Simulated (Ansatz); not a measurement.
Run this with the Ansatz DFT code, driven from Python and show what comes out.

`csba3_robust.py`
```python
import warnings

import ansatz as az


def main() -> None:
    cell = (
        az.Lattice.cubic(6.604371)
        .space_group(221)
        .atom('Cs', (0.0, 0.0, 0.0))
        .atom('Ba', (0.0, 0.5, 0.5))
    )

    calculation = (
        cell.calculation()
        .kpoints(spacing=0.29)
        .functional(az.Functional.PBE)
        .basis(450)
        .occupations('Fermi-Dirac')
    )

    with warnings.catch_warnings(record=True) as caught:
        warnings.simplefilter('always')
        result = calculation.forces().stress().run()
    for item in caught:
        if issubclass(item.category, (az.RunWarning, az.DeckWarning)):
            print(item.category.__name__, '-', str(item.message)[:120])
    r = result.report
    doubts = r['published_state_doubts']
    if doubts or r.get('closed_by') != 'deck_thresholds':
        print('rejected:', doubts, r.get('closed_by'))
    else:
        print(f'accepted: F = {r["free_energy_ev"]:.5f} eV')


if __name__ == '__main__':
    main()
```

Running `python csba3_robust.py` prints:
```text
accepted: F = -23518.86617 eV
```

Caveats:
- Total energies depend on the potentials; only differences at equal settings carry meaning. A total without «per atom» is that of the cell as typed.
- For a metal this k-point mesh is coarse: on a finer one energies can move by several to tens of meV an atom and pressures by half a GPa or more, differences at one mesh by less.
- This cell is a computed structure, which may not be the phase found in nature.
- Hardware and time: 4.8 s on 1 thread of Arm Neoverse V2, on a shared host, peak memory 0.54 GiB.
